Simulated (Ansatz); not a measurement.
Task: a relaxation of cell and ions of SnO, space group Cmce, with Ansatz 0.2.0, Python API. Give the script and its output. Use: PBEsol, PAW, the default cutoff (420 eV here), 6×6×2 k-points, fixed occupations.

Input file `sno.cif`:
```cif
data_SnO
_cell_length_a 3.871203
_cell_length_b 3.871203
_cell_length_c 10.221960
_cell_angle_alpha 90.00000
_cell_angle_beta 90.00000
_cell_angle_gamma 90.01850
_symmetry_space_group_name_H-M 'P 1'
_symmetry_Int_Tables_number 1
loop_
_symmetry_equiv_pos_as_xyz
'x, y, z'
loop_
_atom_site_label
_atom_site_type_symbol
_atom_site_fract_x
_atom_site_fract_y
_atom_site_fract_z
Sn1 Sn    0.736547    0.263453    0.863858
Sn2 Sn    0.263453    0.736547    0.136142
Sn3 Sn    0.763453    0.236547    0.363858
Sn4 Sn    0.236547    0.763453    0.636142
O5 O    0.261944    0.238056    0.250000
O6 O    0.738056    0.761944    0.750000
O7 O    0.238056    0.261944    0.750000
O8 O    0.761944    0.738056    0.250000
```

The script, `run_vcrelax.py`:
```python
"""Cell relaxation of SnO."""

import ansatz as az
from ase.data import atomic_numbers
from ase.io import read
import numpy as np
from pymatgen.core import Structure
from pymatgen.symmetry.analyzer import SpacegroupAnalyzer
import spglib

def edges_and_angles(cell):
    cell = np.asarray(cell)
    a, b, c = np.linalg.norm(cell, axis=1)
    cosines = cell[1] @ cell[2] / (b * c), cell[0] @ cell[2] / (a * c), cell[0] @ cell[1] / (a * b)
    return (a, b, c, *np.degrees(np.arccos(cosines)))


def main() -> None:
    atoms = read("sno.cif")
    structure = az.Crystal.from_ase(atoms)

    # shape and ions at fixed volume
    job = (
        structure.calculation()
        .functional("PBEsol")
        .kpoints(6, 6, 2)
        .occupations("Fixed")  # whole-number filling, right only where there is a gap
        .relax(fix_cell=["volume"])
        .stress()
    )
    steps = []


    def collect(event):
        if event["event"] == "relax_step":
            steps.append(event["data"])


    res = job.session().plan().execute(on_event=collect)
    summary = res.report
    for s in steps:
        flag = "" if s["accepted"] else "  (rejected)"
        print("step %2d  E = %.5f eV  largest force component = %.4f eV/A%s" % (s["step"], s["lagrangian_ev"], s["allowed_force_max_ev_ang"], flag))

    first, last = steps[0], steps[-1]
    symbols = [site.symbol for site in res.lattice.sites]
    print(f"energy gained {first['lagrangian_ev'] - last['lagrangian_ev']:.4f} eV in {len(steps) - 1} steps")
    for label, vectors in (("before", first["cell_ang"]), ("after", res.lattice.cell_ang)):
        print(label, "a b c (A) {:.4f} {:.4f} {:.4f}  angles {:.2f} {:.2f} {:.2f}".format(*edges_and_angles(vectors)), f" V = {abs(np.linalg.det(vectors)):.3f} A^3")
    print("final stress xx yy zz (GPa, compression positive):", np.round(np.diag(summary["stress_gpa"]), 3) + 0.0)

    print("atom   start x y z (A)              end x y z (A)")
    for symbol, a, b in zip(symbols, first["positions_ang"], last["positions_ang"]):
        print(f"{symbol:3s}", " ".join(f"{v:8.4f}" for v in a), "  ", " ".join(f"{v:8.4f}" for v in b))

    change = np.array(last["positions_ang"]) @ np.linalg.inv(last["cell_ang"]) - np.array(first["positions_ang"]) @ np.linalg.inv(first["cell_ang"])
    moved = np.linalg.norm(change @ np.array(last["cell_ang"]), axis=1)
    print("displacement within the cell, strain taken out (A):", " ".join(f"{s}:{d:.3f}" for s, d in zip(symbols, moved)))

    print("relaxed fractional positions")
    for site in res.lattice.sites:
        print(f"  {site.symbol:2s}", " ".join(f"{v % 1:8.5f}" for v in np.round(site.position_frac, 5)))

    fractions = [site.position_frac for site in res.lattice.sites]
    numbers = [atomic_numbers[s] for s in symbols]
    for tolerance in (1e-3, 1e-2, 1e-1):
        print(f"space group at {tolerance} A:", spglib.get_spacegroup((res.lattice.cell_ang, fractions, numbers), symprec=tolerance))

    n_atoms = len(summary["lattice"]["sites"])
    print("F =", round(summary["free_energy_ev"], 4), "eV for", n_atoms, "atoms")
    print("E(sigma -> 0) =", round(summary["energy_sigma0_ev"], 4), "eV, TS =", round(summary["entropy_ts_ev"], 5), "eV")
    print("closed by", summary["closed_by"], "after", summary["n_iterations"], "iterations")

    final = Structure(res.lattice.cell_ang, [s.symbol for s in res.lattice.sites], [s.position_frac for s in res.lattice.sites])
    analyser = SpacegroupAnalyzer(final, symprec=0.01)
    standard = analyser.get_conventional_standard_structure()
    print(analyser.get_crystal_system(), analyser.get_space_group_symbol(), len(standard), "atoms in the conventional cell")
    print("a b c (A):", [round(x, 4) for x in standard.lattice.abc], " angles:", [round(x, 2) for x in standard.lattice.angles])
    print(f"mass density {float(final.density):.3f} g/cm^3")

    # principal values and the von Mises stress of the deviator
    principal = np.linalg.eigvalsh(np.array(summary["stress_gpa"]))
    mises = np.sqrt(0.5 * sum((principal[i] - principal[i - 1]) ** 2 for i in range(3)))
    print("principal stresses (GPa, compression positive):", np.round(principal, 3))
    print(f"mean {principal.mean():.3f} GPa, von Mises {mises:.3f} GPa, PV = {principal.mean() * summary['setup']['cell_volume_ang3'] / 160.21766:.4f} eV")


if __name__ == "__main__":
    main()
```

```console
$ python run_vcrelax.py
DeckWarning: basis.ecutwfc = 420 eV, auto-derived from the records' recommended cutoffs: set by Sn (normal level)
step  1  E = -26042.68304 eV  largest force component = 0.3824 eV/A
step  2  E = -26042.69015 eV  largest force component = 0.2638 eV/A
step  3  E = -26042.71529 eV  largest force component = 0.0269 eV/A
step  4  E = -26042.71650 eV  largest force component = 0.0127 eV/A
step  5  E = -26042.71723 eV  largest force component = 0.0002 eV/A
step  6  E = -26042.71799 eV  largest force component = 0.0003 eV/A
step  7  E = -26042.71809 eV  largest force component = 0.0002 eV/A
step  8  E = -26042.71800 eV  largest force component = 0.0002 eV/A
energy gained 0.0350 eV in 7 steps
before a b c (A) 3.8712 3.8712 10.2220  angles 90.00 90.00 90.02  V = 153.188 A^3
after a b c (A) 3.8373 3.8373 10.4032  angles 90.00 90.00 90.00  V = 153.188 A^3
final stress xx yy zz (GPa, compression positive): [-2.074 -2.074 -2.058]
atom   start x y z (A)              end x y z (A)
Sn    2.8510   1.0199   8.8303      2.8776   0.9600   8.9568
Sn    1.0190   2.8513   1.3916      0.9591   2.8779   1.4464
Sn    2.9552   0.9157   3.7193      2.8781   0.9596   3.7552
Sn    0.9148   2.9555   6.5026      0.9587   2.8784   6.6480
O     1.0137   0.9216   2.5555      0.9594   0.9593   2.6008
O     2.8562   2.9496   7.6665      2.8774   2.8787   7.8024
O     0.9212   1.0140   7.6665      0.9590   0.9597   7.8024
O     2.9487   2.8572   2.5555      2.8777   2.8783   2.6008
displacement within the cell, strain taken out (A): Sn:0.079 Sn:0.079 Sn:0.079 Sn:0.079 O:0.065 O:0.065 O:0.065 O:0.065
relaxed fractional positions
  Sn  0.74994  0.25006  0.86096
  Sn  0.25006  0.74994  0.13904
  Sn  0.75006  0.24994  0.36096
  Sn  0.24994  0.75006  0.63904
  O   0.25005  0.24995  0.25000
  O   0.74995  0.75005  0.75000
  O   0.24995  0.25005  0.75000
  O   0.75005  0.74995  0.25000
space group at 0.001 A: Cmce (64)
space group at 0.01 A: P4/nmm (129)
space group at 0.1 A: P4/nmm (129)
F = -26042.718 eV for 8 atoms
E(sigma -> 0) = -26042.718 eV, TS = 0.0 eV
closed by deck_thresholds after 5 iterations
tetragonal P4/nmm 4 atoms in the conventional cell
a b c (A): [3.8373, 3.8373, 5.2016]  angles: [90.0, 90.0, 90.0]
mass density 5.841 g/cm^3
principal stresses (GPa, compression positive): [-2.075 -2.072 -2.058]
mean -2.068 GPa, von Mises 0.016 GPa, PV = -1.9776 eV
```
(Warnings from the package without file and line.)

Notes:
- Total energies depend on the potentials; only differences at equal settings carry meaning. A total without «per atom» is that of the cell as typed.
- Part of the cell is held or a pressure is applied, so the end point needn't be the zero-pressure lattice.
- With fixed filling the reported Fermi level is the top filled level among the k-points of the SCF.
- Energies along a relaxation are free energies. Rows at an unchanged volume are solved on a plane-wave basis chosen afresh for that cell, so the energy jumps there and such rows are no steps of the walk.
- Edges and angles are those of the cell as typed, here a primitive one, not of the conventional cell.
- The cell relaxed to the group P4/nmm; tensors and edges are in the axes of the typed cell.
- The structure comes from a database of computed cells and needn't be a stable or known phase.
- It ran for 60 s on 1 thread of Arm Neoverse V2, on a shared host, peak memory 0.59 GiB.
